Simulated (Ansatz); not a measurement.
# AsH₂ (doublet): wave-function methods side by side at angle H2–As1–H3 = 90.7°, cc-pVDZ

How much of the correlation energy of AsH₂ (doublet) does each wave-function method recover here?

Program: Ansatz 0.2.0, Gaussian basis. Level of theory: cc-pVDZ, core rule «outside noble gas», up to 14 orbitals frozen. These are calculated values, not measurements.

The runs, in order: UHF; CCSD(T) on ROHF; CCSD(T) on UHF; BCCD(T) on ROHF; CISD; CCSDT(Q) on ROHF; CCSDT(Q) on UHF; CASSCF and MRCISD+Q, 3 electrons in 3 orbitals; CASSCF and NEVPT2, 3 electrons in 3 orbitals; CASSCF and MRCISD+Q, 7 electrons in 6 orbitals; CASSCF and NEVPT4(SD), 7 electrons in 6 orbitals; CASSCF and NEVPT2, 7 electrons in 6 orbitals; Full CI.

11 further runs of the same task are left out: 7 that didn't finish, 4 set aside as unsound or not needed.

**1. What is computed**

The geometry derives from a PBE0/def2-TZVP stationary point (not a proven minimum). One angle is set to the value named; bond lengths are kept. No spin-orbit coupling is included. The filled d shell of As may be among the frozen orbitals whatever the setting's name suggests; the logs give the count.

3 atoms, charge 0, spin multiplicity 2.

Atoms are counted from 1 here; the program's logs count them from 0.

Bond lengths: As1–H2 1.526 Å, As1–H3 1.526 Å. Angles: H2–As1–H3 90.7°.

**2. UHF**

in.yaml

```yaml
crystal:
  periodic: [false, false, false]
  atoms:
    - {symbol: As, position_ang: [0.000000, -0.028104, 0.000000]}
    - {symbol: H, position_ang: [0.000000, 1.044500, -1.085897]}
    - {symbol: H, position_ang: [0.000000, 1.044492, 1.085904]}
basis:
  gaussian: {orbitals: cc-pVDZ}
magnetization: {spin_polarized: true, initial_magnetization: 1}
hamiltonian: {xc: hf}
output: {orbitals: {seedname: orbitals}}
```

The run is started by

```sh
ansatz run in.yaml --threads 1 --pin off --events-out ev --progress --plain --max-ram 2393MiB
```

Further steps of the session: CCSD(T) on ROHF; CCSD(T) on UHF; BCCD(T) on ROHF; CISD; CCSDT(Q) on ROHF; CCSDT(Q) on UHF; CASSCF and MRCISD+Q, 3 electrons in 3 orbitals; CASSCF and NEVPT2, 3 electrons in 3 orbitals; CASSCF and MRCISD+Q, 7 electrons in 6 orbitals; CASSCF and NEVPT4(SD), 7 electrons in 6 orbitals; CASSCF and NEVPT2, 7 electrons in 6 orbitals; Full CI.

Q: Predict the results of all the runs planned. Wanted: FCI below the RHF energy; RMP2 from FCI; UMP2 from FCI; RCCSD from FCI; RCCSD(T) from FCI; UCCSD(T) from FCI; RCCSDT(Q) from FCI; UCCSDT(Q) from FCI; NEVPT2 pair from FCI.

As calculated:

| quantity | value |
| --- | --- |
| FCI below the RHF energy | -3.5312 eV |
| RMP2 from FCI | +740.9 meV |
| UMP2 from FCI | +745.9 meV |
| RCCSD from FCI | +87.2 meV |
| RCCSD(T) from FCI | +17.2 meV |
| UCCSD(T) from FCI | +14.3 meV |
| RCCSDT(Q) from FCI | +0.2 meV |
| UCCSDT(Q) from FCI | -2.7 meV |
| NEVPT2 pair from FCI | +695.9 meV |
| MRCISD+Q pair from FCI | -21.6 meV |
| NEVPT2 valence from FCI | +615.3 meV |
| levels within 1 kcal/mol (43 meV) | RCCSD(T), UCCSD(T), BCCD(T), RCCSDT, UCCSDT, RCCSDT(Q), UCCSDT(Q), MRCISD+Q pair, MRCISD+Q valence |
| T1 diagnostic | 0.017 |
| effectively unpaired electrons | 1.04 |

RCCSD(T) misses by +17.2 meV, 0.5 % of the correlation energy. UCCSDT(Q), MRCISD+Q pair, MRCISD+Q valence fall below full CI: unrestricted runs freeze a spin-polarised core, another one than full CI's, and coupled cluster isn't variational. One determinant dominates. Of the multireference levels listed MRCISD+Q valence comes nearest in total energy (-11.9 meV), which doesn't show that its space is the better one. These misses are within one basis, not against nature; the frozen cores of restricted and unrestricted runs differ, which can shift their rows.
